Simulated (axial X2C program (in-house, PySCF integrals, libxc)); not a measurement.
# ClGaCl: bond lengths and stretches, held linear

How do method and spin–orbit coupling move the bonds and stretches of ClGaCl, held linear?

Method: all-electron X2C, two-component (2c) or spin-free, Cl dyall-av3z, Ga dyall-v3z; program: an in-house X2C program for linear molecules on PySCF integrals.

All values are calculated.

2 further runs of the same task are left out: 2 set aside as unsound or not needed.

**1. Set-up**

task.json

```json
{"zs": [17, 31, 17], "q": 0, "bas": ["dyall-av3z", "dyall-v3z", "dyall-av3z"], "r0": [2.23, 2.23], "symm": 1, "scan": ["PBE0", "HF", "PBE"], "levels": ["PBE0", "HF", "B3LYP"], "nst": 2}
```

Keys: zs atomic numbers; q charge; bas basis sets; r0 starting distance in Å; symm equal bonds; scan levels of the two-bond scan (MP2 follows by itself at each HF point); levels methods; nst determinants followed.

Run with:

```
python solin.py task.json out
```

Masses Cl 34.969, Ga 68.926, Cl 34.969 u.

**2. Scan at PBE0, 2c**

State: Ω = 1/2 (beyond evenly filled blocks: ω = 1/2). Energies above the lowest point, from the job's result record:

| r(Cl–Ga) (Å) | r(Ga–Cl) (Å) | E (meV) |
| --- | --- | --- |
| 2.1889 | 2.1889 | 32.39 |
| 2.1889 | 2.2450 | 13.78 |
| 2.1889 | 2.3011 | 23.32 |
| 2.2450 | 2.1889 | 13.78 |
| 2.2450 | 2.2450 | 0.00 |
| 2.2450 | 2.3011 | 14.15 |
| 2.2450 | 2.3573 | 49.61 |
| 2.3011 | 2.1889 | 23.32 |
| 2.3011 | 2.2450 | 14.15 |
| 2.3011 | 2.3011 | 32.70 |
| 2.3573 | 2.2450 | 49.61 |
| 2.3573 | 2.3573 | 115.90 |

A quadratic surface with cubic terms in each bond gives the minimum at 2.243 and 2.243 Å, force constants 1.43, 1.43 and coupling 0.22 mdyn/Å.

**3. Scan at HF, 2c**

State: Ω = 1/2 (beyond evenly filled blocks: ω = 1/2). Energies above the lowest point, from the job's result record:

| r(Cl–Ga) (Å) | r(Ga–Cl) (Å) | E (meV) |
| --- | --- | --- |
| 2.1889 | 2.1889 | 57.42 |
| 2.1889 | 2.2450 | 25.56 |
| 2.1889 | 2.3011 | 23.38 |
| 2.2450 | 2.1889 | 25.56 |
| 2.2450 | 2.2450 | 0.00 |
| 2.2450 | 2.3011 | 3.97 |
| 2.2450 | 2.3573 | 30.37 |
| 2.3011 | 2.1889 | 23.38 |
| 2.3011 | 2.2450 | 3.97 |
| 2.3011 | 2.3011 | 13.93 |
| 2.3573 | 2.2450 | 30.37 |
| 2.3573 | 2.3573 | 83.86 |

A quadratic surface with cubic terms in each bond gives the minimum at 2.261 and 2.261 Å, force constants 1.39, 1.39 and coupling 0.30 mdyn/Å.

**4. Scan at PBE, 2c**

State: Ω = 1/2 (beyond evenly filled blocks: ω = 1/2). Energies above the lowest point, from the job's result record:

| r(Cl–Ga) (Å) | r(Ga–Cl) (Å) | E (meV) |
| --- | --- | --- |
| 2.1889 | 2.1889 | 57.09 |
| 2.1889 | 2.2450 | 26.50 |
| 2.1889 | 2.3011 | 24.36 |
| 2.2450 | 2.1889 | 26.50 |
| 2.2450 | 2.2450 | 0.00 |
| 2.2450 | 2.3011 | 1.73 |
| 2.2450 | 2.3573 | 25.18 |
| 2.3011 | 2.1889 | 24.36 |
| 2.3011 | 2.2450 | 1.73 |
| 2.3011 | 2.3011 | 7.14 |
| 2.3573 | 2.2450 | 25.18 |
| 2.3573 | 2.3573 | 64.20 |

A quadratic surface with cubic terms in each bond gives the minimum at 2.266 and 2.266 Å, force constants 1.31, 1.31 and coupling 0.19 mdyn/Å.

**5. The levels side by side**

| level | r(Cl–Ga) (Å) | r(Ga–Cl) (Å) | lower stretch (cm⁻¹) | upper stretch (cm⁻¹) |
| --- | --- | --- | --- | --- |
| PBE0, 2c | 2.243 | 2.243 | 282.9 | 343.2 |
| HF, 2c | 2.261 | 2.261 | 287.0 | 326.8 |
| PBE, 2c | 2.266 | 2.266 | 269.2 | 331.1 |
| MP2, 2c | 2.223 | 2.223 | 299.3 | 366.9 |
| PBE0, spin-free | 2.242 | 2.242 | 283.1 | 343.3 |
| HF, spin-free | 2.260 | 2.260 | 287.2 | 327.0 |
| PBE, spin-free | 2.265 | 2.265 | 269.3 | 331.3 |
| MP2, spin-free | 2.223 | 2.223 | 299.4 | 367.0 |

Scans not shown above were run alike.

In words: Over the levels the Cl–Ga bond spans 2.223 to 2.266 Å and the Ga–Cl bond 2.223 to 2.266 Å. At PBE0 spin–orbit coupling leaves both bonds unchanged to 0.001 Å. Each state is one determinant, the lowest of a limited PBE0 search; the stretches come from a fit to few points and are good to some per cent at best. The stretches are sorted by size, and where the two bonds are alike the symmetric and antisymmetric modes can swap order between levels. MP2 freezes inner shells (threshold -2 hartree). The molecule was held linear; bending was not examined, so a bent shape may lie lower.
